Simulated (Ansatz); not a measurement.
# MgHgO2: the cost of one run

Method: reference: DFT, HSE06, plane waves, PAW, in Ansatz 0.2.0.

1 further run of the same task is left out (for a known fault of the program).

### Step 1. The starting structure

It takes space group P-4m2 (No. 115, tetragonal). Conventional cell: a = 3.388 Å, b = 3.388 Å, c = 5.039 Å, α = 90.00°, β = 90.00°, γ = 90.00°. Mg (site symmetry -4m2) has 4 O at 1.98 Å as nearest neighbours. Around O (site symmetry 2mm) lie 2 Mg at 1.98 Å and 2 Hg at 2.26 Å. Around Hg (site symmetry -4m2) lie 4 O at 2.26 Å.

As a file:

```xyz
4
Lattice="3.3878 0.0000 0.0000 0.0000 3.3878 0.0000 0.0000 0.0000 5.0395" Properties=species:S:1:pos:R:3 pbc="T T T"
Mg    0.0000    0.0000    0.0000
O     0.0000    1.6939    1.0196
Hg    1.6939    1.6939    2.5197
O     1.6939    0.0000    4.0199
```

### Step 2. Baseline

Input file input.yaml:

```yaml
crystal:
  lattice:
    - [3.3878496251, 0.0, 0.0]
    - [0.0, 3.3878496251, 0.0]
    - [0.0, 0.0, 5.0394973193]
  atoms:
    - { symbol: Mg, position: [0.0, 0.0, 0.0] }
    - { symbol: O, position: [0.0, 0.5, 0.2023172479] }
    - { symbol: Hg, position: [0.5, 0.5, 0.5] }
    - { symbol: O, position: [0.5, 0.0, 0.7976827521] }
kpoints:
  mp_grid: { grid: [4, 4, 2] }
hamiltonian:
  xc: hse06
scf:
  occupations: { method: fermi_dirac, width: 0.02 }
  n_extra_bands: 5
output:
  forces: true
  stress: true
  eigenvalues: true
```

The run is started by

```
$ ansatz run input.yaml --threads 4 --pin off --max-ram 3686MiB --backend cpu --events-out ev --progress --plain --runs-dir out
```

**Question.** How long does this run take on 4 threads of Arm Neoverse V1, shared host, and how much memory does it need?

About 10 s, with a peak of 0.79 GiB.
